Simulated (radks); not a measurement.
**Re⁵⁷⁺ in [Ar]: an all-electron calculation**

The task here is to estimate one member of a computed series from the others.

Program: radks (a radial shooting solver on a logarithmic mesh, Libxc functionals) version 1. Level of theory: Dirac Kohn-Sham, OLYP, spin-unpolarised, spherical densities, finite nucleus. These are calculated values, not measurements, unless marked.

**What is computed**

- element: rhenium (Z = 75)
- charge: +57
- electrons: 18
- configuration: [Ar]
- nuclear rms radius: 5.3698 fm

The outer shells:

Re⁵⁷⁺
```
[Ne] core
3s [↑↓]
3p [↑↓][↑↓][↑↓]
```

The first run:

Settings of this run:

```text
Z 75
configuration [Ar] 4s0 3d0 4p0 4f0
relativity Dirac
functional optx,lyp
spin unpolarised
j_filling energy
nucleus finite rms 5.3698 fm
c 137.035999084
```

Run with:

```
> python run_ks.py task.json out
```

This one command runs every case of the session in turn.

One table of the session follows, with a row left open; its other results are not shown here.

It belongs to the step «Radial structure». Sizes of the orbitals, from the radial functions (bohr):

| level | <r> | outermost maximum (interpolated) | 90 % within | nodes |
| --- | --- | --- | --- | --- |
| 1s1/2 | 0.01804 | 0.0112 | 0.0329 | 0 |
| 2s1/2 | ? | ? | ? | ? |
| 2p1/2 | 0.06190 | 0.0478 | 0.103 | 0 |
| 2p3/2 | 0.06973 | 0.0547 | 0.113 | 0 |
| 3s1/2 | 0.1839 | 0.175 | 0.268 | 2 |
| 3p1/2 | 0.1729 | 0.162 | 0.258 | 1 |
| 3p3/2 | 0.1849 | 0.175 | 0.274 | 1 |
| 3d3/2 | 0.1587 | 0.134 | 0.243 | 0 |
| 3d5/2 | 0.1624 | 0.138 | 0.247 | 0 |
| 4s1/2 | 0.3513 | 0.352 | 0.496 | 3 |
| 4p1/2 | 0.3430 | 0.344 | 0.490 | 2 |
| 4p3/2 | 0.3601 | 0.362 | 0.513 | 2 |
| 4f5/2 | 0.2983 | 0.261 | 0.436 | 0 |
| 4f7/2 | 0.3007 | 0.264 | 0.439 | 0 |

Estimate the missing values for 2s1/2.

As computed: <r>: 0.07491; outermost maximum (interpolated): 0.0645; 90 % within: 0.117; nodes: 1. In the column «<r>» it lies between 2p3/2 (0.06973) and 3d3/2 (0.1587).
